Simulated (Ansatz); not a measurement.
# B2FGeH3O: small, medium and large basis sets

The task here is to estimate one member of a computed series from the others.

Method: one geometry, several basis sets; program: Ansatz 0.2.0, Gaussian basis.

Levels to be run: PBE0-D4/def2-SVP; ωB97M-V/def2-SVP; PBE0-D4/def2-QZVPP; ωB97M-V/def2-QZVPP; the functionals' def2-TZVPP values are taken from earlier runs.

## The relaxed structure

The geometry comes from an earlier relaxation with PBE0-D4 in a triple-zeta def2 set; it is a stationary point, not always the lowest conformer.

SMILES `FB1[BH][GeH2][O]1`, 8 atoms, charge 0, spin multiplicity 1.

Atoms are counted from 1 here; the program's logs count them from 0.

Bond lengths: F1–B2 1.326 Å, B2–B3 1.739 Å, B2–O5 1.353 Å, B3–Ge4 2.067 Å, B3–H6 1.187 Å, Ge4–O5 1.871 Å, Ge4–H7 1.538 Å, Ge4–H8 1.538 Å. Angles: F1–B2–B3 132.8°, F1–B2–O5 121.7°, B3–B2–O5 105.5°, B2–B3–Ge4 79.5°, B2–B3–H6 142.1°, Ge4–B3–H6 138.4°, B3–Ge4–O5 77.6°, B3–Ge4–H7 123.0°, B3–Ge4–H8 123.0°, O5–Ge4–H7 107.0°, O5–Ge4–H8 107.0°, H7–Ge4–H8 110.0°, B2–O5–Ge4 97.4°.

Set-up of the first run:

Contents of in.yaml:

```yaml
crystal:
  periodic: [false, false, false]
  atoms:
    - {symbol: F, position_ang: [2.228561, 0.429094, 1.366219]}
    - {symbol: B, position_ang: [1.131095, 0.198557, 0.659120]}
    - {symbol: B, position_ang: [-0.546297, 0.571052, 0.924976]}
    - {symbol: Ge, position_ang: [-0.659165, -0.395507, -0.898339]}
    - {symbol: O, position_ang: [1.174427, -0.446938, -0.528808]}
    - {symbol: H, position_ang: [-1.279465, 1.089672, 1.701760]}
    - {symbol: H, position_ang: [-0.828178, 0.349690, -2.233332]}
    - {symbol: H, position_ang: [-1.128878, -1.852619, -1.047297]}
basis:
  gaussian: {orbitals: def2-SVP}
hamiltonian: {xc: pbe0, dispersion: d4}
output: {orbitals: {seedname: orbitals}}
```

Command:

```
> ansatz run in.yaml --threads 4 --pin off --events-out ev --progress --plain --max-ram 10444MiB
```

Among the steps run: PBE0-D4 in def2-SVP; ωB97M-V in def2-SVP; PBE0-D4 in def2-QZVPP; ωB97M-V in def2-QZVPP.

One table of the session follows, with a row left open; its other results are not shown here.

It belongs to the step «Functionals by basis». 

| functional | basis | HOMO (eV) | LUMO (eV) |
| --- | --- | --- | --- |
| PBE0-D4 | def2-SVP | -7.80 | -3.26 |
| PBE0-D4 | def2-TZVPP | -7.82 | -3.30 |
| PBE0-D4 | def2-QZVPP | -7.83 | -3.31 |
| ωB97M-V | def2-SVP | -9.89 | -1.13 |
| ωB97M-V | def2-TZVPP | ? | ? |
| ωB97M-V | def2-QZVPP | -9.96 | -1.28 |

Q: Estimate the row for ωB97M-V, def2-TZVPP from the others.

**Answer.** HOMO (eV): -9.94; LUMO (eV): -1.25. In the column «HOMO (eV)» it lies between ωB97M-V, def2-QZVPP (-9.96) and ωB97M-V, def2-SVP (-9.89).
